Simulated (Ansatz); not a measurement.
The system is Sn3Te.

```
CELL_PARAMETERS angstrom
4.86562 0.00000 0.00000
0.00000 4.86562 0.00000
0.00000 0.00000 4.86562
ATOMIC_POSITIONS crystal
Te 0.00000 0.00000 0.00000
Sn 0.00000 0.50000 0.50000
Sn 0.50000 0.00000 0.50000
Sn 0.50000 0.50000 0.00000
```

The cell comes from a database or a generator and needn't be the stable form of this composition.

Base run:

- Program: Ansatz 0.2.0
- Functional: PBEsol
- Potentials or basis: Ansatz PAW
- Cutoff: 420 eV
- Density cutoff: 1680 eV
- k mesh: 6 × 6 × 6
- Occupations: fermi-dirac, width 0.05 eV
- Spin: no spin polarisation

Its results: band gap on the k mesh none (metal or under the smearing width); pressure -2.4 GPa.

Task: The run is repeated on the same cell with these changes: functional from PBEsol to PBE. What comes out?

Result: Band gap on the k mesh none (metal or under the smearing width); pressure 0.3 GPa.

PBE binds less tightly than PBEsol, so the same cell stands under more pressure.

Caveats: the PAW data sets come from PBE, with cores solved anew for the run's functional, which leaves a small shift of forces and pressure (some runs).

Not every run made on this cell is shown here.
